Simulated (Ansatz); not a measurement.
# C2H6AlFO: the cost of one run

Program: Ansatz 0.2.0. Level of theory: RKS PBE-D4/def2-SVP. These are calculated values, not measurements.

**1. The structure to begin with**

Bond lengths: C1–C2 1.489 Å, C2–F3 1.378 Å, C2–Al4 1.996 Å, Al4–O5 1.905 Å, C1–H6 1.060 Å, C1–H7 1.117 Å, C1–H8 1.168 Å, C2–H9 1.141 Å, Al4–H10 1.538 Å, O5–H11 1.018 Å. Angles (14 of 16 angles, heavy atoms first): C1–C2–F3 107.8°, C1–C2–Al4 115.3°, F3–C2–Al4 108.3°, C2–Al4–O5 117.2°, C1–C2–H9 106.7°, F3–C2–H9 111.3°, Al4–C2–H9 107.4°, C2–C1–H6 114.8°, C2–C1–H7 110.2°, C2–C1–H8 108.0°, C2–Al4–H10 122.7°, O5–Al4–H10 119.9°, Al4–O5–H11 103.9°, H6–C1–H7 109.9°.

As a file:

```xyz
11

C    -0.3115   -0.2991    1.3746
C     0.7644   -0.4337    0.3541
F     0.9038   -1.7732    0.0628
Al    0.4495    0.5508   -1.3532
O    -1.1222    0.1095   -2.3347
H    -0.1127   -0.7836    2.2965
H    -1.2837   -0.6580    0.9591
H    -0.4557    0.8384    1.5995
H     1.7155   -0.0107    0.8216
H     1.3573    1.6960   -1.8321
H    -1.8395    0.7067   -1.9278
```

**2. End point A**

The input, input.yaml:

```yaml
crystal:
  periodic: [false, false, false]
  atoms:
    - { symbol: C, position_ang: [-0.3115, -0.2991, 1.3746] }
    - { symbol: C, position_ang: [0.7644, -0.4337, 0.3541] }
    - { symbol: F, position_ang: [0.9038, -1.7732, 0.0628] }
    - { symbol: Al, position_ang: [0.4495, 0.5508, -1.3532] }
    - { symbol: O, position_ang: [-1.1222, 0.1095, -2.3347] }
    - { symbol: H, position_ang: [-0.1127, -0.7836, 2.2965] }
    - { symbol: H, position_ang: [-1.2837, -0.658, 0.9591] }
    - { symbol: H, position_ang: [-0.4557, 0.8384, 1.5995] }
    - { symbol: H, position_ang: [1.7155, -0.0107, 0.8216] }
    - { symbol: H, position_ang: [1.3573, 1.696, -1.8321] }
    - { symbol: H, position_ang: [-1.8395, 0.7067, -1.9278] }
basis:
  gaussian: { orbitals: def2-SVP }
hamiltonian:
  xc: pbe
  dispersion: d4
relax:
  f_tol: 0.015
  max_steps: 40
```

Started as:

```
> ansatz run input.yaml --threads 2 --pin off --max-ram 3072MiB --backend cpu --events-out ev --progress --plain --runs-dir out
```

**Question.** How long does this run take on 2 threads of Arm Neoverse V1, shared host, and how much memory does it need?

About 48 s, with a peak of 0.15 GiB.
